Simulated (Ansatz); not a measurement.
## GaSn3, space group I4/mmm: a test of the smearing width, step by step

Program: Ansatz 0.2.0 through its Python package.

Run as a notebook:

```python
import warnings

import ansatz
```

```python
warnings.simplefilter("ignore", ansatz.DeckWarning)

lattice = ansatz.Lattice.of(
    (-2.272404, 2.272404, 4.910734),
    (2.272404, -2.272404, 4.910734),
    (2.272404, 2.272404, -4.910734),
)
sites = [
    ("Ga", (0.0, 0.0, 0.0)),
    ("Sn", (0.75, 0.25, 0.5)),
    ("Sn", (0.25, 0.75, 0.5)),
    ("Sn", (0.5, 0.5, 0.0)),
]
xtal = ansatz.Crystal(lattice=lattice)
for symbol, position in sites:
    xtal = xtal.atom(symbol, position)

calc = (
    xtal.calculation()
    .scf(tolerance=1e-10)
    .functional("pbesol")
    .kpoints(8)
    .stress()
)

rows = []
for value in [0.5, 0.3, 0.2, 0.1]:
    rep = calc.occupations("gaussian", width=value).run(threads=1, pin="off").report
    rows.append((value, rep["free_energy_ev"] / len(rep["lattice"]["sites"]), rep["n_iterations"], sum(rep["stress_gpa"][i][i] for i in range(3)) / 3, rep["n_kpoints"]))
```

```python
print("  width (eV)   F/atom (eV)    iterations       P (GPa)      k-points")
for row in rows:
    print(f"{str(row[0]):>12s}  {row[1]:12.5f}  {row[2]:12d}  {row[3]:12.3f}  {row[4]:12d}")
```

      width (eV)   F/atom (eV)    iterations       P (GPa)      k-points
             0.5   -5398.11538            10        -1.287            59
             0.3   -5398.09190            10        -1.338            59
             0.2   -5398.08377            10        -1.369            59
             0.1   -5398.07843            11        -1.436            59

```python
# the last row is the reference
for row in rows[:-1]:
    shift = 1000 * (row[1] - rows[-1][1])
    print(f"{row[0]}: {shift:+.2f} meV/atom" + ("  (within 5 meV)" if abs(shift) < 5 else ""))
```

    0.5: -36.96 meV/atom
    0.3: -13.47 meV/atom
    0.2: -5.35 meV/atom

Going from 0.1 to 0.5 eV changes F by -37.0 meV an atom. With this scheme F falls roughly as the square of the width; the report's estimate for zero width (energy_sigma0_ev) moves by only -3.8 meV. The pressure moves from -1.44 to -1.29 GPa.

Reading the output:
- The free energy holds a sizeable smearing term, which stands for no physical temperature.
- The narrowest width needs the finest mesh, so the last row is no converged reference.
- Pressure is positive in compression.
- The structure comes from a database of computed cells and needn't be a stable or known phase.
- Finished in 47 s on 1 thread of Arm Neoverse V2, on a shared host, peak memory 0.5 GiB.
